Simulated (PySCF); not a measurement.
# C3H6BGa: core binding energies at several levels of theory, part 2 of 3

PySCF 2.14.0. Atoms count from 0. The steps go on from the part before.

## (5) X-ray photoelectron lines: PBE, X2C

What the job is given:

```
{"job": {"kind": "xps", "xc": "PBE"}, "charge": 0, "multiplicity": 1}
B     -1.895367     0.587182     0.112509
C     -1.007248     0.155962     1.273727
Ga     0.325600    -1.015339     0.361513
C      1.948101    -0.202599    -0.250228
C      2.980359     0.322250    -0.635855
H     -1.627507     1.569970    -0.544018
H     -2.836663    -0.094798    -0.233147
H     -1.466503    -0.520451     2.011243
H     -0.384835     0.940080     1.730545
H      0.112777    -2.554262     0.215356
H      3.889453     0.786257    -0.977266
```

Level: delta-SCF UKS PBE, pcX-2 on the ionised atom, pcseg-1 elsewhere, spin-free X2C.

The log of the run:

```text
ground state, core basis on atom 0 (B), 144 functions
  cycle   1  E = -2081.89166099  |g| = 6.24e-01
  cycle   2  E = -2081.67827739  |g| = 1.02e+00
  cycle   3  E = -2082.00302605  |g| = 8.45e-02
  cycle   4  E = -2082.00540189  |g| = 3.70e-02
  cycle   5  E = -2082.00552219  |g| = 3.30e-02
  cycle   6  E = -2082.00582195  |g| = 1.03e-02
  cycle   7  E = -2082.00585142  |g| = 1.99e-03
  cycle   8  E = -2082.00585281  |g| = 2.74e-04
  E(ground) = -2082.00990661 Eh
hole in B 1s of atom 0
  cycle   1  E = -2074.42569406  |g| = 1.17e+00
  cycle   2  E = -2072.04118310  |g| = 2.05e+00
  cycle   3  E = -2074.56178716  |g| = 6.22e-01
  cycle   4  E = -2074.77484587  |g| = 3.52e-01
  cycle   5  E = -2074.78673019  |g| = 3.46e-01
  cycle   6  E = -2074.85302657  |g| = 9.90e-02
  cycle   7  E = -2074.85806132  |g| = 3.85e-02
  cycle   8  E = -2074.85888732  |g| = 1.80e-02
  cycle   9  E = -2074.85913478  |g| = 4.56e-03
  cycle  10  E = -2074.85916556  |g| = 2.30e-03
  cycle  11  E = -2074.85917410  |g| = 1.80e-03
  cycle  12  E = -2074.85917625  |g| = 2.83e-04
  E(ion) = -2074.86326122 Eh   <S^2> = 0.8813   hole on atom = 1.000   binding energy = 194.470 eV
ground state, core basis on atom 1 (C), 144 functions
  cycle   1  E = -2082.01280468  |g| = 7.21e-02
  cycle   2  E = -2082.01267627  |g| = 2.68e-02
  cycle   3  E = -2082.01239788  |g| = 4.14e-02
  cycle   4  E = -2082.01283052  |g| = 1.22e-02
  cycle   5  E = -2082.01287416  |g| = 1.50e-03
  cycle   6  E = -2082.01287400  |g| = 2.44e-04
  E(ground) = -2082.01698818 Eh
hole in C 1s of atom 1
  cycle   1  E = -2070.80863019  |g| = 1.53e+00
  cycle   2  E = -2068.86570520  |g| = 2.36e+00
  cycle   3  E = -2071.17560270  |g| = 5.58e-01
  cycle   4  E = -2071.12417167  |g| = 6.04e-01
  cycle   5  E = -2071.33807046  |g| = 2.94e-01
  cycle   6  E = -2071.38187733  |g| = 9.53e-02
  cycle   7  E = -2071.38700351  |g| = 1.92e-02
  cycle   8  E = -2071.38721896  |g| = 5.02e-03
  cycle   9  E = -2071.38723396  |g| = 8.21e-04
  cycle  10  E = -2071.38723360  |g| = 1.73e-04
  E(ion) = -2071.39131658 Eh   <S^2> = 0.7616   hole on atom = 1.000   binding energy = 289.139 eV
ground state, core basis on atom 3 (C), 144 functions
  cycle   1  E = -2082.01639239  |g| = 7.61e-02
  cycle   2  E = -2082.01481895  |g| = 8.25e-02
  cycle   3  E = -2082.01456829  |g| = 8.81e-02
  cycle   4  E = -2082.01650951  |g| = 1.90e-02
  cycle   5  E = -2082.01661746  |g| = 1.40e-03
  cycle   6  E = -2082.01661786  |g| = 3.80e-04
  E(ground) = -2082.02057398 Eh
hole in C 1s of atom 3
  cycle   1  E = -2070.80579253  |g| = 1.52e+00
  cycle   2  E = -2064.53692221  |g| = 2.89e+00
  cycle   3  E = -2067.71417469  |g| = 1.75e+00
  cycle   4  E = -2071.30694299  |g| = 3.71e-01
  cycle   5  E = -2071.11747434  |g| = 7.41e-01
  cycle   6  E = -2071.37512589  |g| = 7.86e-02
  cycle   7  E = -2071.37992671  |g| = 3.43e-02
  cycle   8  E = -2071.38058270  |g| = 1.38e-02
  cycle   9  E = -2071.38067782  |g| = 7.76e-03
  cycle  10  E = -2071.38071731  |g| = 1.63e-03
  cycle  11  E = -2071.38072129  |g| = 7.62e-04
  cycle  12  E = -2071.38072294  |g| = 4.36e-04
  E(ion) = -2071.38473679 Eh   <S^2> = 0.7848   hole on atom = 1.000   binding energy = 289.416 eV
ground state, core basis on atom 4 (C), 144 functions
  cycle   1  E = -2082.01511122  |g| = 8.05e-02
  cycle   2  E = -2082.01155999  |g| = 1.22e-01
  cycle   3  E = -2082.01382183  |g| = 7.78e-02
  cycle   4  E = -2082.01543402  |g| = 4.81e-03
  cycle   5  E = -2082.01544205  |g| = 9.47e-04
  cycle   6  E = -2082.01544129  |g| = 2.93e-04
  E(ground) = -2082.01953514 Eh
hole in C 1s of atom 4
  cycle   1  E = -2070.79452353  |g| = 1.52e+00
  cycle   2  E = -2065.74049595  |g| = 2.77e+00
  cycle   3  E = -2068.05753609  |g| = 1.57e+00
  cycle   4  E = -2071.27584134  |g| = 3.85e-01
  cycle   5  E = -2071.28472527  |g| = 3.96e-01
  cycle   6  E = -2071.35639889  |g| = 1.59e-01
  cycle   7  E = -2071.36830608  |g| = 5.50e-02
  cycle   8  E = -2071.36982838  |g| = 1.85e-02
  cycle   9  E = -2071.37002723  |g| = 5.21e-03
  cycle  10  E = -2071.37004689  |g| = 1.50e-03
  cycle  11  E = -2071.37005330  |g| = 7.63e-04
  cycle  12  E = -2071.37005300  |g| = 3.10e-04
  E(ion) = -2071.37411544 Eh   <S^2> = 0.7826   hole on atom = 1.000   binding energy = 289.677 eV
```

Wall time 18 s (1 thread of Intel Xeon Platinum 8259CL at 2.50GHz, shared host); peak memory 0.49 GiB.

The holes in one table. −ε is the ground-state orbital energy:

```
     hole  stands for                 environment          ΔSCF (eV)  −ε (eV)   ⟨S²⟩
B1s on B0          B0      boron bonded to C, 2 H  194.47 (doubtful)    176.9  0.881
C1s on C1          C1  sp3 CH2 bonded to B and Ga             289.14    269.0  0.762
C1s on C3          C3               alkyne carbon             289.42    269.2  0.785
C1s on C4          C4      terminal alkyne carbon             289.68    269.4  0.783
```

Doubtful: the ion did not converge, its hole moved, or its ⟨S²⟩ is well above 0.75.

## (6) Core holes by ΔSCF: HF, X2C

Same as in step 5 but for these lines:

```diff
@@ -1,2 +1,2 @@
-{"job": {"kind": "xps", "xc": "PBE"}, "charge": 0, "multiplicity": 1}
+{"job": {"kind": "xps", "xc": "HF"}, "charge": 0, "multiplicity": 1}
 B     -1.895367     0.587182     0.112509
```

Level: delta-SCF UKS HF, pcX-2 on the ionised atom, pcseg-1 elsewhere, spin-free X2C.

The log of the run:

```text
ground state, core basis on atom 0 (B), 144 functions
  cycle   1  E = -2079.80178600  |g| = 3.60e-01
  cycle   2  E = -2079.85723839  |g| = 1.05e-01
  cycle   3  E = -2079.86166945  |g| = 5.23e-02
  cycle   4  E = -2079.86245792  |g| = 1.51e-02
  cycle   5  E = -2079.86253392  |g| = 3.24e-03
  cycle   6  E = -2079.86254291  |g| = 1.33e-03
  cycle   7  E = -2079.86254531  |g| = 6.17e-04
  cycle   8  E = -2079.86254591  |g| = 2.94e-04
  E(ground) = -2079.86254591 Eh
hole in B 1s of atom 0
  cycle   1  E = -2072.26601264  |g| = 1.14e+00
  cycle   2  E = -2072.51036849  |g| = 5.65e-01
  cycle   3  E = -2072.66068301  |g| = 1.45e-01
  cycle   4  E = -2072.67220390  |g| = 3.06e-02
  cycle   5  E = -2072.75706847  |g| = 6.29e-01
  cycle   6  E = -2072.73374504  |g| = 4.53e-01
  cycle   7  E = -2072.74428211  |g| = 5.46e-01
  cycle   8  E = -2072.68802807  |g| = 1.93e-01
  cycle   9  E = -2072.67600202  |g| = 1.89e-01
  cycle  10  E = -2072.67265158  |g| = 1.65e-01
  cycle  11  E = -2072.67293909  |g| = 1.73e-01
  cycle  12  E = -2072.67362691  |g| = 1.27e-01
  cycle  13  E = -2072.67765421  |g| = 8.65e-02
  cycle  14  E = -2072.68067884  |g| = 9.42e-02
  cycle  15  E = -2072.68152647  |g| = 1.02e-01
  cycle  16  E = -2072.67701143  |g| = 5.07e-02
  cycle  17  E = -2072.67719620  |g| = 1.05e-02
  cycle  18  E = -2072.67831765  |g| = 2.10e-02
  cycle  19  E = -2072.67727132  |g| = 1.89e-02
  cycle  20  E = -2072.67711174  |g| = 2.30e-02
  cycle  21  E = -2072.67682006  |g| = 3.59e-02
  cycle  22  E = -2072.67702388  |g| = 2.60e-02
  cycle  23  E = -2072.67710497  |g| = 2.03e-02
  cycle  24  E = -2072.67724492  |g| = 7.59e-03
  cycle  25  E = -2072.67728019  |g| = 1.30e-03
  cycle  26  E = -2072.67727062  |g| = 2.28e-03
  cycle  27  E = -2072.67727241  |g| = 1.01e-03
  cycle  28  E = -2072.67727448  |g| = 5.40e-04
  cycle  29  E = -2072.67727776  |g| = 3.41e-04
  E(ion) = -2072.67727776 Eh   <S^2> = 1.0833   hole on atom = 1.000   binding energy = 195.521 eV
ground state, core basis on atom 1 (C), 144 functions
  cycle   1  E = -2079.87183363  |g| = 2.68e-02
  cycle   2  E = -2079.87192031  |g| = 3.72e-03
  cycle   3  E = -2079.87192462  |g| = 1.63e-03
  cycle   4  E = -2079.87192537  |g| = 4.41e-04
  E(ground) = -2079.87192537 Eh
hole in C 1s of atom 1
  cycle   1  E = -2068.65956218  |g| = 1.50e+00
  cycle   2  E = -2069.00764871  |g| = 8.11e-01
  cycle   3  E = -2069.22802486  |g| = 1.02e-01
  cycle   4  E = -2069.23259756  |g| = 2.04e-02
  cycle   5  E = -2069.23317403  |g| = 1.29e-02
  cycle   6  E = -2069.23343924  |g| = 7.88e-03
  cycle   7  E = -2069.23356028  |g| = 2.59e-03
  cycle   8  E = -2069.23357330  |g| = 9.21e-04
  cycle   9  E = -2069.23357485  |g| = 3.45e-04
  E(ion) = -2069.23357485 Eh   <S^2> = 0.7852   hole on atom = 1.000   binding energy = 289.484 eV
ground state, core basis on atom 3 (C), 144 functions
  cycle   1  E = -2079.87605284  |g| = 3.39e-02
  cycle   2  E = -2079.87621293  |g| = 8.39e-03
  cycle   3  E = -2079.87622655  |g| = 4.85e-03
  cycle   4  E = -2079.87623248  |g| = 8.22e-04
  cycle   5  E = -2079.87623269  |g| = 2.48e-04
  E(ground) = -2079.87623269 Eh
hole in C 1s of atom 3
  cycle   1  E = -2068.64975409  |g| = 1.49e+00
  cycle   2  E = -2068.85401164  |g| = 1.01e+00
  cycle   3  E = -2069.19638757  |g| = 2.29e-01
  cycle   4  E = -2069.21888093  |g| = 5.03e-02
  cycle   5  E = -2069.22111522  |g| = 2.69e-02
  cycle   6  E = -2069.22345492  |g| = 2.51e-02
  cycle   7  E = -2069.22722520  |g| = 2.30e-02
  cycle   8  E = -2069.23433269  |g| = 1.89e-02
  cycle   9  E = -2069.23426393  |g| = 7.56e-03
  cycle  10  E = -2069.23458097  |g| = 2.27e-03
  cycle  11  E = -2069.23458203  |g| = 1.86e-03
  cycle  12  E = -2069.23459786  |g| = 2.68e-04
  E(ion) = -2069.23459786 Eh   <S^2> = 1.2578   hole on atom = 1.000   binding energy = 289.574 eV
ground state, core basis on atom 4 (C), 144 functions
  cycle   1  E = -2079.87328646  |g| = 2.61e-02
  cycle   2  E = -2079.87333740  |g| = 1.08e-02
  cycle   3  E = -2079.87336093  |g| = 5.05e-03
  cycle   4  E = -2079.87336705  |g| = 2.43e-04
  E(ground) = -2079.87336705 Eh
hole in C 1s of atom 4
  cycle   1  E = -2068.62581878  |g| = 1.49e+00
  cycle   2  E = -2068.86356433  |g| = 9.74e-01
  cycle   3  E = -2069.17823491  |g| = 2.12e-01
  cycle   4  E = -2069.19824399  |g| = 5.49e-02
  cycle   5  E = -2069.20072563  |g| = 2.79e-02
  cycle   6  E = -2069.20319098  |g| = 2.53e-02
  cycle   7  E = -2069.20645574  |g| = 2.30e-02
  cycle   8  E = -2069.21254291  |g| = 1.60e-02
  cycle   9  E = -2069.21341102  |g| = 1.85e-03
  cycle  10  E = -2069.21340974  |g| = 1.17e-03
  cycle  11  E = -2069.21341060  |g| = 1.12e-03
  cycle  12  E = -2069.21341437  |g| = 5.85e-04
  cycle  13  E = -2069.21341577  |g| = 9.23e-05
  E(ion) = -2069.21341577 Eh   <S^2> = 1.2293   hole on atom = 1.000   binding energy = 290.072 eV
```

It took 24 s on 1 thread of Intel Xeon Platinum 8259CL at 2.50GHz, shared host; peak memory 0.48 GiB.

The holes in one table. −ε is the ground-state orbital energy:

```
     hole  stands for                 environment          ΔSCF (eV)  −ε (eV)   ⟨S²⟩
B1s on B0          B0      boron bonded to C, 2 H  195.52 (doubtful)    206.7  1.083
C1s on C1          C1  sp3 CH2 bonded to B and Ga             289.48    305.1  0.785
C1s on C3          C3               alkyne carbon  289.57 (doubtful)    305.5  1.258
C1s on C4          C4      terminal alkyne carbon  290.07 (doubtful)    306.1  1.229
```

Doubtful: the ion did not converge, its hole moved, or its ⟨S²⟩ is well above 0.75.

## (7) Core-electron binding energies: SCAN, X2C

Same as in step 6 but for these lines:

```diff
@@ -1,2 +1,2 @@
-{"job": {"kind": "xps", "xc": "HF"}, "charge": 0, "multiplicity": 1}
+{"job": {"kind": "xps", "basis": "pcX-1"}, "charge": 0, "multiplicity": 1}
 B     -1.895367     0.587182     0.112509
```

With the program's defaults for keys left out, this is: delta-SCF UKS SCAN, pcX-1 on the ionised atom, pcseg-1 elsewhere, spin-free X2C.

The log of the run:

```text
ground state, core basis on atom 0 (B), 123 functions
  cycle   1  E = -2082.23081310  |g| = 5.79e-01
  cycle   2  E = -2082.12575735  |g| = 8.00e-01
  cycle   3  E = -2082.32651225  |g| = 6.54e-02
  cycle   4  E = -2082.32722133  |g| = 5.50e-02
  cycle   5  E = -2082.32791203  |g| = 2.47e-02
  cycle   6  E = -2082.32809120  |g| = 5.13e-03
  cycle   7  E = -2082.32809998  |g| = 1.66e-03
  cycle   8  E = -2082.32810073  |g| = 2.53e-04
  E(ground) = -2082.59090825 Eh
hole in B 1s of atom 0
  cycle   1  E = -2074.72928511  |g| = 1.15e+00
  cycle   2  E = -2072.67901877  |g| = 1.87e+00
  cycle   3  E = -2074.86797642  |g| = 6.00e-01
  cycle   4  E = -2075.11285418  |g| = 2.43e-01
  cycle   5  E = -2075.09371285  |g| = 3.05e-01
  cycle   6  E = -2075.14812813  |g| = 6.15e-02
  cycle   7  E = -2075.15027481  |g| = 2.75e-02
  cycle   8  E = -2075.15102553  |g| = 1.72e-02
  cycle   9  E = -2075.15150665  |g| = 1.27e-02
  cycle  10  E = -2075.15177673  |g| = 1.13e-02
  cycle  11  E = -2075.15197106  |g| = 4.13e-03
  cycle  12  E = -2075.15199013  |g| = 1.74e-03
  cycle  13  E = -2075.15199577  |g| = 1.16e-03
  cycle  14  E = -2075.15199847  |g| = 4.39e-04
  E(ion) = -2075.41530849 Eh   <S^2> = 1.0187   hole on atom = 1.000   binding energy = 195.258 eV
ground state, core basis on atom 1 (C), 123 functions
  cycle   1  E = -2082.32897519  |g| = 3.18e-02
  cycle   2  E = -2082.32867614  |g| = 4.38e-02
  cycle   3  E = -2082.32917124  |g| = 4.80e-03
  cycle   4  E = -2082.32916975  |g| = 4.71e-03
  cycle   5  E = -2082.32917677  |g| = 1.35e-03
  cycle   6  E = -2082.32917599  |g| = 1.90e-04
  E(ground) = -2082.59091680 Eh
hole in C 1s of atom 1
  cycle   1  E = -2071.09476678  |g| = 1.51e+00
  cycle   2  E = -2070.08552580  |g| = 1.92e+00
  cycle   3  E = -2071.53875240  |g| = 4.84e-01
  cycle   4  E = -2071.51236165  |g| = 4.89e-01
  cycle   5  E = -2071.66023926  |g| = 1.67e-01
  cycle   6  E = -2071.67449369  |g| = 5.45e-02
  cycle   7  E = -2071.67630117  |g| = 6.46e-03
  cycle   8  E = -2071.67633484  |g| = 1.80e-03
  cycle   9  E = -2071.67633817  |g| = 9.05e-04
  cycle  10  E = -2071.67633940  |g| = 3.49e-04
  E(ion) = -2071.93676828 Eh   <S^2> = 0.7682   hole on atom = 1.000   binding energy = 289.914 eV
ground state, core basis on atom 3 (C), 123 functions
  cycle   1  E = -2082.33060023  |g| = 5.16e-02
  cycle   2  E = -2082.32805630  |g| = 1.09e-01
  cycle   3  E = -2082.33106995  |g| = 2.58e-02
  cycle   4  E = -2082.33125252  |g| = 4.57e-03
  cycle   5  E = -2082.33126025  |g| = 9.40e-04
  cycle   6  E = -2082.33126221  |g| = 2.34e-04
  E(ground) = -2082.59303239 Eh
hole in C 1s of atom 3
  cycle   1  E = -2071.08760342  |g| = 1.50e+00
  cycle   2  E = -2066.11530094  |g| = 2.72e+00
  cycle   3  E = -2068.83357248  |g| = 1.58e+00
  cycle   4  E = -2071.62068327  |g| = 2.89e-01
  cycle   5  E = -2071.54776640  |g| = 4.91e-01
  cycle   6  E = -2071.66245832  |g| = 7.01e-02
  cycle   7  E = -2071.66567703  |g| = 2.50e-02
  cycle   8  E = -2071.66629967  |g| = 1.34e-02
  cycle   9  E = -2071.66664359  |g| = 8.90e-03
  cycle  10  E = -2071.66685011  |g| = 5.67e-03
  cycle  11  E = -2071.66694123  |g| = 2.10e-03
  cycle  12  E = -2071.66694726  |g| = 6.56e-04
  cycle  13  E = -2071.66694652  |g| = 3.31e-04
  E(ion) = -2071.92777156 Eh   <S^2> = 0.8644   hole on atom = 1.000   binding energy = 290.217 eV
ground state, core basis on atom 4 (C), 123 functions
  cycle   1  E = -2082.33059703  |g| = 6.72e-02
  cycle   2  E = -2082.32132216  |g| = 1.96e-01
  cycle   3  E = -2082.33169067  |g| = 7.25e-03
  cycle   4  E = -2082.33170322  |g| = 4.17e-03
  cycle   5  E = -2082.33171054  |g| = 8.53e-04
  cycle   6  E = -2082.33171105  |g| = 2.81e-04
  E(ground) = -2082.59394336 Eh
hole in C 1s of atom 4
  cycle   1  E = -2071.07746373  |g| = 1.50e+00
  cycle   2  E = -2066.75363296  |g| = 2.55e+00
  cycle   3  E = -2068.76645742  |g| = 1.54e+00
  cycle   4  E = -2071.61451451  |g| = 2.70e-01
  cycle   5  E = -2071.57767136  |g| = 3.96e-01
  cycle   6  E = -2071.65009442  |g| = 9.60e-02
  cycle   7  E = -2071.65535332  |g| = 2.10e-02
  cycle   8  E = -2071.65594822  |g| = 1.10e-02
  cycle   9  E = -2071.65620323  |g| = 6.86e-03
  cycle  10  E = -2071.65636259  |g| = 4.05e-03
  cycle  11  E = -2071.65640587  |g| = 1.67e-03
  cycle  12  E = -2071.65640845  |g| = 9.80e-04
  cycle  13  E = -2071.65640899  |g| = 4.51e-04
  E(ion) = -2071.91754782 Eh   <S^2> = 0.8539   hole on atom = 1.000   binding energy = 290.520 eV
```

It took 22 s on 1 thread of Intel Xeon Platinum 8259CL at 2.50GHz, shared host; peak memory 0.4 GiB.

The holes in one table. −ε is the ground-state orbital energy:

```
     hole  stands for                 environment          ΔSCF (eV)  −ε (eV)   ⟨S²⟩
B1s on B0          B0      boron bonded to C, 2 H  195.26 (doubtful)    179.8  1.019
C1s on C1          C1  sp3 CH2 bonded to B and Ga             289.91    273.3  0.768
C1s on C3          C3               alkyne carbon  290.22 (doubtful)    273.6  0.864
C1s on C4          C4      terminal alkyne carbon  290.52 (doubtful)    273.9  0.854
```

Doubtful: the ion did not converge, its hole moved, or its ⟨S²⟩ is well above 0.75.

(Part 2 of 3 ends here.)
